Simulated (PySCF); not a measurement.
# C₂H₇ClSi₂: a tour of settings, part 2 of 2

PySCF 2.14.0. Atoms count from 0. Earlier steps stand in the parts before.

## (5) Spin-spin couplings: B97-2/6-311G** in chloroform

The job: settings as JSON, then the geometry in Å.

```
{"job": {"kind": "j", "xc": "B97-2", "basis": "6-311G**", "solvent": "chloroform", "scf": {"conv": 1e-07, "guess": "sap"}}, "charge": 0, "multiplicity": 1}
Si     1.885386    -0.399878     0.016462
C      0.650581     1.017461    -0.068622
C     -0.668566     0.892143    -0.056885
Si    -1.776242    -0.636982     0.048938
Cl    -1.660436     2.336563    -0.157595
H      1.728747    -1.279826    -1.143321
H      1.703202    -1.161624     1.253633
H      3.224767     0.194055     0.001439
H      1.071574     2.015083    -0.137245
H     -2.550098    -0.700006    -1.191432
H     -2.661655    -0.447953     1.197949
H     -0.946061    -1.829722     0.210651
```

Level: B97-2/6-311G** indirect spin-spin coupling, non-relativistic, IEF-PCM chloroform.

The program printed:

```text
final grid: 95624 points
cycle   1  E = -1104.7292330953  dE =  1.063e+01  |g| = 4.830e+00  |ddm| = 2.423e+01
cycle   2  E = -1058.5553423721  dE =  4.617e+01  |g| = 1.417e+01  |ddm| = 2.613e+01
cycle   3  E = -1098.1810911688  dE = -3.963e+01  |g| = 8.281e+00  |ddm| = 8.856e+00
cycle   4  E = -1110.4667282707  dE = -1.229e+01  |g| = 5.690e+00  |ddm| = 1.104e+01
cycle   5  E = -1116.1017000073  dE = -5.635e+00  |g| = 3.439e+00  |ddm| = 9.627e+00
cycle   6  E = -1119.1102110801  dE = -3.009e+00  |g| = 1.336e+00  |ddm| = 3.796e+00
cycle   7  E = -1119.4438904640  dE = -3.337e-01  |g| = 9.005e-01  |ddm| = 1.490e+00
cycle   8  E = -1119.6246610442  dE = -1.808e-01  |g| = 2.674e-01  |ddm| = 8.505e-01
cycle   9  E = -1119.6445810756  dE = -1.992e-02  |g| = 5.718e-02  |ddm| = 2.556e-01
cycle  10  E = -1119.6453347147  dE = -7.536e-04  |g| = 1.475e-02  |ddm| = 7.086e-02
cycle  11  E = -1119.6453887614  dE = -5.405e-05  |g| = 2.951e-03  |ddm| = 1.626e-02
cycle  12  E = -1119.6453908841  dE = -2.123e-06  |g| = 4.714e-04  |ddm| = 3.550e-03
cycle  13  E = -1119.6453909355  dE = -5.135e-08  |g| = 1.419e-04  |ddm| = 6.548e-04
converged SCF energy = -1119.6453909355

Indirect spin-spin couplings (Hz)
  i      j    bonds     total        FC       PSO       DSO        SD
  0 Si   1 C    1    -65.553   -65.388     1.216    -0.094    -1.287
  0 Si   2 C    2    -10.077    -9.922    -0.180    -0.005     0.030
  0 Si   3 Si   3      5.876     5.885     0.005     0.003    -0.017
  0 Si   5 H    1   -185.917  -186.224     0.594    -0.185    -0.102
  0 Si   6 H    1   -185.949  -186.256     0.596    -0.186    -0.103
  0 Si   7 H    1   -183.048  -183.327     0.539    -0.165    -0.096
  0 Si   8 H    2     -4.185    -4.388     0.077     0.146    -0.020
  0 Si  11 H    4     -1.029    -1.005     0.082    -0.171     0.065
  1 C    2 C    1     71.290    79.403    -8.380     0.267         -
  1 C    3 Si   2     -9.363    -9.077    -0.133     0.015    -0.168
  1 C    5 H    2      1.298     1.422     0.021    -0.144         -
  1 C    6 H    2      1.305     1.435     0.017    -0.146         -
  1 C    7 H    2      4.379     4.532    -0.048    -0.104         -
  1 C    8 H    1    137.271   136.188     0.105     0.978         -
  1 C    9 H    3      3.404     3.493     0.162    -0.252         -
  1 C   10 H    3      3.476     3.573     0.178    -0.274         -
  1 C   11 H    3     -0.191    -0.114    -0.102     0.025         -
  2 C    3 Si   1    -76.385   -76.585     1.558    -0.128    -1.230
  2 C    5 H    3      2.225     2.284    -0.073     0.013         -
  2 C    6 H    3      2.029     2.088    -0.080     0.020         -
  2 C    7 H    3      9.629     9.711     0.227    -0.310         -
  2 C    8 H    2    -10.296    -8.792    -1.310    -0.194         -
  2 C    9 H    2      0.497     0.517    -0.012    -0.008         -
  2 C   10 H    2      0.408     0.434    -0.018    -0.008         -
  2 C   11 H    2      9.283     9.383    -0.067    -0.034         -
  3 Si   5 H    4      0.407     0.403     0.010    -0.051     0.045
  3 Si   6 H    4      0.161     0.161     0.014    -0.057     0.044
  3 Si   7 H    4     -1.221    -1.326    -0.118     0.216     0.007
  3 Si   8 H    3    -12.454   -12.421    -0.258     0.287    -0.062
  3 Si   9 H    1   -193.956  -194.284     0.665    -0.217    -0.120
  3 Si  10 H    1   -195.422  -195.752     0.673    -0.219    -0.124
  3 Si  11 H    1   -183.110  -183.402     0.633    -0.227    -0.113
  5 H    6 H    2      0.494     1.634     0.943    -2.082         -
  5 H    7 H    2      0.698     1.855     0.948    -2.104         -
  5 H    8 H    3      2.274     2.833     1.050    -1.608         -
  5 H    9 H    5      0.812     0.789    -0.003     0.026         -
  5 H   11 H    5      1.338     0.714    -0.640     1.264         -
  6 H    7 H    2      0.668     1.824     0.945    -2.101         -
  6 H    8 H    3      2.550     3.130     1.078    -1.658         -
  6 H   10 H    5      0.763     0.812     0.070    -0.120         -
  6 H   11 H    5      1.292     0.560    -0.761     1.492         -
  7 H    8 H    3      3.304     3.065    -0.117     0.355         -
  7 H    9 H    5     -0.298     0.188     0.544    -1.031         -
  7 H   10 H    5     -0.239     0.252     0.552    -1.044         -
  7 H   11 H    5      0.748     1.300     0.508    -1.061         -
  8 H    9 H    4     -0.866    -0.494     0.891    -1.264         -
  8 H   10 H    4     -0.480    -0.090     0.896    -1.286         -
  8 H   11 H    4     -0.736    -0.432     1.014    -1.317         -
  9 H   10 H    2     -0.027     1.057     0.976    -2.060         -
  9 H   11 H    2      2.367     3.503     0.937    -2.072         -
 10 H   11 H    2      2.531     3.677     0.941    -2.086         -
```

It took 25 s on 1 thread of Arm Neoverse V2, shared host; peak memory 0.84 GiB.

The basis is not made for couplings: without tight functions at the nuclei these values are rough.

A choice of the couplings up to four bonds, sorted by the number of bonds, with means over like pairs; isotopes 13C, 1H, 29Si:

```
   pair  bonds  J (Hz)  Fermi contact (Hz)  dihedral (°)
 Si3–H9      1  -190.8              -191.1             –
 Si0–H5      1  -185.0              -185.3             –
  C1–H8      1   137.3               136.2             –
 C2–Si3      1   -76.4               -76.6             –
  C1–C2      1    71.3                79.4             –
 Si0–C1      1   -65.6               -65.4             –
  C2–H8      2   -10.3                -8.8             –
 Si0–C2      2   -10.1                -9.9             –
 C1–Si3      2    -9.4                -9.1             –
 Si0–H8      2    -4.2                -4.4             –
  C2–H9      2     3.4                 3.4             –
  C1–H5      2     2.3                 2.5             –
 H9–H10      2     1.6                 2.7             –
 Si3–H8      3   -12.5               -12.4           180
Si0–Si3      3     5.9                 5.9             0
  C2–H5      3     4.6                 4.7             –
  H5–H8      3     2.7                 3.0             –
  C1–H9      3     2.2                 2.3             –
```

The spin-dipole term was solved for some atoms only; pairs without it lack that part.

The response was solved for the nuclei of C, H, Si alone, so couplings that need other nuclei can be missing.

Quadrupole couplings from the field gradients of the same density:

```csv
atom,isotope,eQq/h (MHz),η
Cl4,35Cl,-60.8,0.13
```

Shifts (PBE0/pcSseg-1, unscaled) and these couplings together give the proton spectrum at 400 MHz below. Couplings to quadrupolar nuclei are left out.

1H NMR δ 6.98 (q, J = 2.7 Hz, 1H), 4.28 (s, 3H), 4.25 (d, J = 2.7 Hz, 3H).

## (6) Excited states and response: PBE0/aug-cc-pVDZ

Same as in step 5 but for these lines:

```diff
@@ -1,2 +1,2 @@
-{"job": {"kind": "j", "xc": "B97-2", "basis": "6-311G**", "solvent": "chloroform", "scf": {"conv": 1e-07, "guess": "sap"}}, "charge": 0, "multiplicity": 1}
+{"job": {"kind": "uv", "xc": "PBE0", "basis": "aug-cc-pVDZ", "nstates": 12, "ntriplets": 0, "tda": false, "grid": 1}, "charge": 0, "multiplicity": 1}
 Si     1.885386    -0.399878     0.016462
```

Level: TDDFT PBE0/aug-cc-pVDZ, vertical, gas phase, core orbitals frozen in the response.

The program printed:

```text
final grid: 46808 points
cycle   1  E = -1119.0610841405  dE =  2.688e-01  |g| = 2.704e-01  |ddm| = 9.425e+00
cycle   2  E = -1119.0514338808  dE =  9.650e-03  |g| = 3.353e-01  |ddm| = 1.683e+00
cycle   3  E = -1119.0793096121  dE = -2.788e-02  |g| = 8.295e-02  |ddm| = 8.566e-01
cycle   4  E = -1119.0811877827  dE = -1.878e-03  |g| = 2.159e-02  |ddm| = 2.255e-01
cycle   5  E = -1119.0813221401  dE = -1.344e-04  |g| = 5.463e-03  |ddm| = 8.737e-02
cycle   6  E = -1119.0813307631  dE = -8.623e-06  |g| = 1.861e-03  |ddm| = 2.008e-02
cycle   7  E = -1119.0813317194  dE = -9.563e-07  |g| = 4.153e-04  |ddm| = 5.388e-03
cycle   8  E = -1119.0813317697  dE = -5.028e-08  |g| = 5.934e-05  |ddm| = 1.347e-03
cycle   9  E = -1119.0813317709  dE = -1.206e-09  |g| = 1.463e-05  |ddm| = 2.343e-04
cycle  10  E = -1119.0813317710  dE = -6.594e-11  |g| = 4.014e-06  |ddm| = 6.160e-05
converged SCF energy = -1119.0813317710

Static polarisability (au): isotropic 95.935, principal 72.243 94.373 121.189

Singlet excitations
state   eV       nm        f      main configurations
  1   5.7169    216.9   0.24412   H->L 0.95
  2   5.9379    208.8   0.00010   H-1->L 0.98
  3   6.2086    199.7   0.00070   H->L+1 0.57, H->L+2 0.28
  4   6.3373    195.6   0.00357   H-2->L 0.97
  5   6.5721    188.7   0.00209   H->L+1 0.36, H->L+3 0.31, H->L+2 0.22
  6   6.8736    180.4   0.00270   H->L+2 0.44, H->L+3 0.41
  7   7.2020    172.2   0.00743   H->L+4 0.68, H->L+6 0.10, H->L+7 0.08
  8   7.2291    171.5   0.00208   H->L+5 0.77, H->L+3 0.10
  9   7.2675    170.6   0.01306   H-1->L+1 0.45, H-1->L+2 0.30
 10   7.3709    168.2   0.00054   H->L+7 0.37, H->L+6 0.31, H->L+4 0.19
 11   7.4061    167.4   0.01724   H-3->L 0.38, H->L+6 0.26, H->L+7 0.23
 12   7.4241    167.0   0.00248   H-4->L 0.93
```

Wall time 21 s (1 thread of Arm Neoverse V2, shared host); peak memory 0.82 GiB.

Key values: HOMO -7.65 eV, LUMO -1.25 eV; lowest singlet 5.72 eV.

## (7) Side by side: electronic excitations

Excitations and ground-state properties, with basis size and wall time:

```csv
run,lowest singlet (eV),brightest (eV),f,gap (eV),α (Å³),μ (D),functions,time
LC-wPBE/aug-pcSseg-1,6.18,6.18,0.325,11.04,13.54,1.34,214,45 s
PBE0/pcseg-1 in chloroform,5.80,5.80,0.361,6.51,14.67,1.67,117,17 s
PBE0/aug-cc-pVDZ,5.72,5.72,0.244,6.40,14.22,1.20,190,21 s
```

## (8) Results

This closing draws on all 2 parts.

```
                                                              quantity                        value
                                 lowest singlet (LC-wPBE/aug-pcSseg-1)  6.18 eV (201 nm), f = 0.325
                                                        lowest triplet                      3.73 eV
                                 surface potential, 1st and 99th percentile           -0.57 V and 1.21 V
                                13C shifts against TMS (PBE0/pcSseg-1)             160.1, 141.1 ppm
1H shifts against TMS (PBE0/pcSseg-1, means over atoms taken as alike)         6.98, 4.28, 4.25 ppm
                               29Si shifts against TMS (PBE0/pcSseg-1)             -76.9, -84.5 ppm
                               35Cl shifts against HCl (PBE0/pcSseg-1)                      359 ppm
                        largest coupling of the table (B97-2/6-311G**)   1J(Si,H) Si3–H9, -190.8 Hz
                                           range of the lowest singlet              5.72 to 6.18 eV
```

What this shows: Single values in the summary come from the first run of each kind that ended normally (LC-wPBE/aug-pcSseg-1; PBE0/pcSseg-1; B97-2/6-311G**), which need not be the best level. The lowest singlet, at 6.18 eV, is HOMO→LUMO+1 0.87 and is bright. The lowest triplet lies 2.45 eV below the lowest singlet (triplets in Tamm-Dancoff, singlets in full TDDFT). H8 (hydrogen on an alkene CH) lies farthest downfield among hydrogen, at 6.98 ppm; olefinic region. At PBE0/pcSseg-1: Shielding is most anisotropic at Cl4 (span 612 ppm, paramagnetic term -555 ppm). Of the pairs tabulated at B97-2/6-311G**, Si3–H9 (mean over like pairs) couples most strongly (-190.8 Hz; Fermi contact -191.1 Hz). The lowest singlet runs from 5.72 eV (PBE0/aug-cc-pVDZ) to 6.18 eV (LC-wPBE/aug-pcSseg-1), while the orbital gap spans 6.40 to 11.04 eV. The lowest state need not be the same one in every run. The runs solved for a few states only, so the brightest column depends on that window. Couplings from bases without tight functions are rough.
